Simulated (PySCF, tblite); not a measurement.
# C₇H₈N₂O: geometry, infrared bands and NMR shifts

What infrared bands and NMR shifts should C₇H₈N₂O (`O=Cc1ccnn1C1CC1`) show?

The runs use tblite 0.8.0 and PySCF 2.14.0, with density-fitted response routines of our own; the level of theory stands in each step. All values are computed, except where a source is named. Atoms count from 0, in the outputs and in this text.

## (1) The starting structure

18 atoms, charge 0, multiplicity 1; geometry from: force field or distance geometry start.

Bonds of the start (Å): O0–C1 1.28, C1–C2 1.46, C2–C3 1.39, C3–C4 1.41, C4–N5 1.35, N5–N6 1.35, N6–C7 1.45, C7–C8 1.51, C8–C9 1.51, N6–C2 1.34, C9–C7 1.52, C1–H10 1.08, C3–H11 1.09, C4–H12 1.09, C7–H13 1.10, C8–H14 1.09, C8–H15 1.12, C9–H16 1.09, C9–H17 1.10.

## (2) Optimising the geometry with GFN2-xTB

Job settings and geometry (Å):

```
{"job": {"kind": "relax", "xc": "GFN2-xTB", "basis": "xTB"}, "charge": 0, "multiplicity": 1}
O     -0.716500     2.537000    -0.847900
C     -1.643300     1.807300    -0.352500
C     -1.353700     0.423900     0.015300
C     -2.311300    -0.429600     0.558300
C     -1.662700    -1.664400     0.770900
N     -0.396500    -1.517100     0.338400
N     -0.213600    -0.261300    -0.112300
C      1.055100     0.220500    -0.630700
C      2.163700     0.394100     0.377300
C      2.193200    -0.784400    -0.564400
H     -2.597300     2.283700    -0.214500
H     -3.347100    -0.196600     0.797000
H     -2.113000    -2.567400     1.193100
H      1.064200     0.977600    -1.431600
H      2.000500     0.199800     1.438700
H      2.983700     1.129400     0.165200
H      2.969100    -0.774200    -1.336900
H      1.916800    -1.772000    -0.175000
```

Launch:

```console
$ OMP_NUM_THREADS=1 python probes_run.py task.json out
```

One launch serves the whole session: the jobs run in the order shown.

**Question.** This job is followed by: GFN2-xTB harmonic vibrations, gas phase; GIAO PBE0/pcSseg-1 NMR shielding, non-relativistic, gas phase. What will the session give for the following? strongest single infrared mode (GFN2-xTB); zero-point energy (GFN2-xTB); ¹³C shifts against TMS (PBE0/pcSseg-1, means over atoms taken as alike); ¹H shifts against TMS (PBE0/pcSseg-1, means over atoms taken as alike); ¹⁷O shifts against H2O (PBE0/pcSseg-1); ¹⁵N shifts against NH3 (PBE0/pcSseg-1).

The runs gave:

| quantity | value |
| --- | --- |
| strongest single infrared mode (GFN2-xTB) | 1723 cm⁻¹, 429 km/mol |
| zero-point energy (GFN2-xTB) | 87.4 kcal/mol |
| ¹³C shifts against TMS (PBE0/pcSseg-1, means over atoms taken as alike) | 184.6, 144.4, 141.6, 122.3, 32.0, 12.8 ppm |
| ¹H shifts against TMS (PBE0/pcSseg-1, means over atoms taken as alike) | 10.18, 7.55, 6.81, 5.71, 1.48, 1.01 ppm |
| ¹⁷O shifts against H2O (PBE0/pcSseg-1) | 620.0 ppm |
| ¹⁵N shifts against NH3 (PBE0/pcSseg-1) | 350.2, 250.5 ppm |

What this shows: The optimisation took 108 steps and gained 0.646 eV; among the close pairs (by a distance rule), O0–C1 changed most, from 1.279 to 1.210 Å. No mode is imaginary among the 48: a minimum at this level. The strongest single mode, at 1723 cm⁻¹, moves mainly C1 and O0. Unscaled tight-binding wavenumbers are off by several per cent, some by more. Its intensities can rank the bands wrongly. The most deshielded carbon is C1 (aldehyde carbonyl carbon), at 184.6 ppm: low-lying n→π* states of the double bond to the heteroatom give a large paramagnetic term (-239 ppm). The most deshielded hydrogen is H10 (hydrogen on an aldehyde carbonyl carbon), at 10.18 ppm: the formyl region, downfield of aromatic protons. At PBE0/pcSseg-1: The largest span, 1272 ppm, is at O0, where the paramagnetic term is -687 ppm. NICS(1)zz of -28 ppm above the planar ring from C2 marks a diatropic (aromatic) ring current.
